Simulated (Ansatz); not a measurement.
# CH3AlFNO: ladder of methods at one geometry

How do the methods compare on CH3AlFNO, in result and in cost? Wanted for CH3AlFNO: a ladder of methods at one geometry. SMILES: N[CH]1[O][Al]1[F].

All numbers are computed with the Python package of Ansatz 0.2.0. The levels of theory stand in the script.

### Step 1. Starting point

Bond lengths: N1–C2 1.505 Å, C2–O3 1.410 Å, C2–Al4 1.936 Å, O3–Al4 1.850 Å, Al4–F5 1.774 Å, N1–H6 1.028 Å, N1–H7 1.084 Å, C2–H8 1.067 Å. Angles: N1–C2–O3 110.8°, N1–C2–Al4 115.6°, N1–C2–H8 114.3°, O3–C2–Al4 64.9°, O3–C2–H8 112.2°, Al4–C2–H8 126.7°, C2–N1–H6 109.0°, C2–N1–H7 103.8°, H6–N1–H7 104.0°, C2–O3–Al4 71.4°, C2–Al4–O3 43.7°, C2–Al4–F5 142.7°, O3–Al4–F5 156.4°.

The script holds or builds the structure itself.

### Step 2. Script

Input file run_methods.py:

```python
"""One geometry of CH3AlFNO, method by method."""

from pathlib import Path

import ansatz as az
import numpy as np


def main() -> None:
    geometry = (
        az.Crystal.molecule()
        .atom("N", (0.7603, -0.3487, 1.0926))
        .atom("C", (-0.4947, -0.5184, 0.2787))
        .atom("O", (-0.2404, -1.2783, -0.8818))
        .atom("Al", (-0.5553, 0.4751, -1.3815))
        .atom("F", (-0.1801, 2.0547, -2.096))
        .atom("H", (1.5401, -0.1215, 0.462))
        .atom("H", (0.5905, 0.571, 1.6402))
        .atom("H", (-1.3282, -0.891, 0.8301))
    )

    setup = geometry.calculation().basis(gaussian="def2-SVP")

    print("functional    E (Ha)        dipole (D)   HOMO (eV)  LUMO (eV)")
    for name in ["lda", "b3lyp", "hse06", "r2scan", "pbe0", "revpbe"]:
        data = setup.functional(name).forces().orbitals().run(threads=1, backend="cpu", runs_dir="runs").report
        lines = Path(data["orbitals_path"]).read_text().splitlines()
        field_of = lambda key: [line.split("=")[1].strip() for line in lines if line.startswith(key)]
        orbitals = [(27.211386 * float(e), s, float(n)) for e, s, n in zip(field_of("Ene="), field_of("Spin="), field_of("Occup="))]
        homo = max(e for e, _, n in orbitals if n > 0.5)
        lumo = min(e for e, _, n in orbitals if n < 0.5)
        dipole = 4.803205 * np.linalg.norm(data["charge_distribution"]["dipole_moment_e_ang"])
        print(f"{name:10s} {data['free_energy_ev'] / 27.211386246:14.6f} {dipole:9.3f} {homo:11.3f} {lumo:10.3f}")


if __name__ == "__main__":
    main()
```

### Step 3. The calls as engine input

The package turns the script's settings into the engine's input (first run):

```yaml
crystal:
  periodic: [false, false, false]
  atoms:
    - { symbol: "N", position_ang: [0.7603, -0.3487, 1.0926] }
    - { symbol: C, position_ang: [-0.4947, -0.5184, 0.2787] }
    - { symbol: O, position_ang: [-0.2404, -1.2783, -0.8818] }
    - { symbol: Al, position_ang: [-0.5553, 0.4751, -1.3815] }
    - { symbol: F, position_ang: [-0.1801, 2.0547, -2.096] }
    - { symbol: H, position_ang: [1.5401, -0.1215, 0.462] }
    - { symbol: H, position_ang: [0.5905, 0.571, 1.6402] }
    - { symbol: H, position_ang: [-1.3282, -0.891, 0.8301] }
basis:
  gaussian:
    orbitals: def2-SVP
hamiltonian:
  xc: lda
output:
  orbitals: {}
  forces: true
```

### Step 4. Launch

Launch:

```
> python run_methods.py
```

What it wrote:

```text
functional    E (Ha)        dipole (D)   HOMO (eV)  LUMO (eV)
lda           -508.849191     1.076      -4.622     -3.766
b3lyp         -511.887349     1.521      -5.408     -3.137
hse06         -511.452526     1.651      -5.207     -3.289
r2scan        -511.712382     1.387      -4.643     -3.408
pbe0          -511.469857     1.688      -5.599     -2.921
revpbe        -511.740706     1.101      -4.407     -3.481
```

Run time: 26 s. Hardware: 1 thread of Arm Neoverse V1, shared host; peak memory 0.25 GiB.

### Step 5. What changed from run to run

The engine's inputs for some of the other runs:

Run 3, against run 1:

```diff
@@ -16 +16 @@
-  xc: lda
+  xc: hse06
```

Run 4, against run 1:

```diff
@@ -16 +16 @@
-  xc: lda
+  xc: r2scan
```

Run 5, against run 1:

```diff
@@ -16 +16 @@
-  xc: lda
+  xc: pbe0
```

### Step 6. Run by run

One row for each of the 6 runs:

```
run  functional  energy (eV)  SCF cycles  CPU time (s)
  1         lda  -13846.4919          27           2.2
  2       b3lyp  -13929.1644          21           4.1
  3       hse06  -13917.3322          20           4.6
  4      r2scan  -13924.4033          25           7.2
  5        pbe0  -13917.8038          21           4.1
  6      revpbe  -13925.1740          28           3.2
```

Totals hang on method, basis and potentials, so only like runs compare.

The fields below are those of run 1.

### Step 7. Orbitals and fields

The fields below are evaluated on a grid from the run's orbitals.

Frontier orbitals at LDA/def2-SVP, with the share of their density that lies nearest to each atom:

```
orbital  energy (eV)                     lies on
 HOMO-1        -6.56    O3 71 %; N1 11 %; H8 7 %
   HOMO        -4.62  O3 26 %; Al4 24 %; N1 19 %
   LUMO        -3.77  Al4 54 %; F5 15 %; C2 13 %
```

ELF in a plane through or near 3 of the atoms.

Ten even steps from '0' (0.00) to '9' (0.89):
```
0000000000000000000000000000
0000000000000000000000000000
0000000000000000000000000000
0000000000000000000000000000
0000000000000000000000000000
0000134530000001343100000000
0000378873100004787310000000
0001698785211016999631000000
0002699683125226569862000000
0001478833417778879972000000
0000245618947866877751000000
0000012308826714631210000000
0000002310114534951000000000
0000013553232348984000000000
0000002453211014775100000000
0000000121100000232000000000
0000000010000000000000000000
0000000000000000000000000000
0000000000000000000000000000
0000000000000000000000000000
```
The map spans 10.8 Å across and 8.0 Å up, centred on the molecule. Atoms in the plane (x, y in Å): C2 (0.4, -0.6), Al4 (-1.5, -0.4), F5 (-2.8, 0.8).

log10 of the density (e/Å³) in the same plane.

Values, 10 rows by 14 columns:
```
-4.0 -4.0 -4.0 -4.0 -4.0 -4.0 -4.0 -4.0 -4.0 -4.0 -4.0 -4.0 -4.0 -4.0
-4.0 -4.0 -4.0 -4.0 -3.9 -3.8 -3.8 -3.6 -3.4 -3.5 -4.0 -4.0 -4.0 -4.0
-4.0 -4.0 -2.8 -2.0 -2.2 -2.8 -2.9 -2.5 -2.0 -2.1 -3.0 -4.0 -4.0 -4.0
-4.0 -3.2 -1.2  0.0 -0.4 -1.5 -1.9 -1.3 -0.4 -0.6 -1.8 -3.2 -4.0 -4.0
-4.0 -2.8 -0.7  0.8  0.2 -0.7 -0.9 -0.6  0.5  0.2 -1.3 -2.7 -4.0 -4.0
-4.0 -3.2 -1.4 -0.5 -0.2  1.3 -0.3  0.1  0.1 -0.4 -1.6 -2.9 -4.0 -4.0
-4.0 -3.6 -2.5 -1.6 -0.9 -0.2 -0.4  0.2 -0.1 -1.2 -2.5 -3.9 -4.0 -4.0
-4.0 -3.9 -2.9 -2.3 -1.7 -1.3 -1.1 -1.0 -0.9 -1.7 -3.0 -4.0 -4.0 -4.0
-4.0 -4.0 -3.5 -2.9 -2.4 -2.2 -2.1 -2.1 -2.2 -2.6 -3.7 -4.0 -4.0 -4.0
-4.0 -4.0 -4.0 -3.8 -3.4 -3.3 -3.5 -3.7 -3.8 -4.0 -4.0 -4.0 -4.0 -4.0
```
The map spans 10.8 Å across and 8.0 Å up, centred on the molecule. Atoms in the plane (x, y in Å): C2 (0.4, -0.6), Al4 (-1.5, -0.4), F5 (-2.8, 0.8).

On the surface of density 0.002 e/bohr³ the electrostatic potential runs, from the 1st to the 99th percentile, from -1.65 V near O3 to 3.40 V near Al4.

### Step 8. What came out

| quantity | value |
| --- | --- |
| runs compared | 6 |
| HOMO-LUMO gap of the mean field (LDA/def2-SVP) | 0.86 eV |

**Reading.** All 6 runs converged (20 to 28 cycles). Notes:
- The geometry is a force-field or estimated start, not a minimum of this method, and the basis set is short of its limit. A lower total doesn't mark the better method: functionals have no common bound, and MP2 and coupled cluster aren't variational.
- b3lyp holds the VWN-RPA fit, as in Gaussian; the form of ORCA and Turbomole is b3lyp5.
- Levels such as HOMO and LUMO are orbital energies: with these approximate functionals they aren't the ionisation energy and electron affinity, and their gap isn't the fundamental gap.
- hse06 follows the composition of plane-wave codes, whose totals differ by tens of mHa, up to about 0.1 Ha, from the form usual in Gaussian-basis programs (wpbeh).
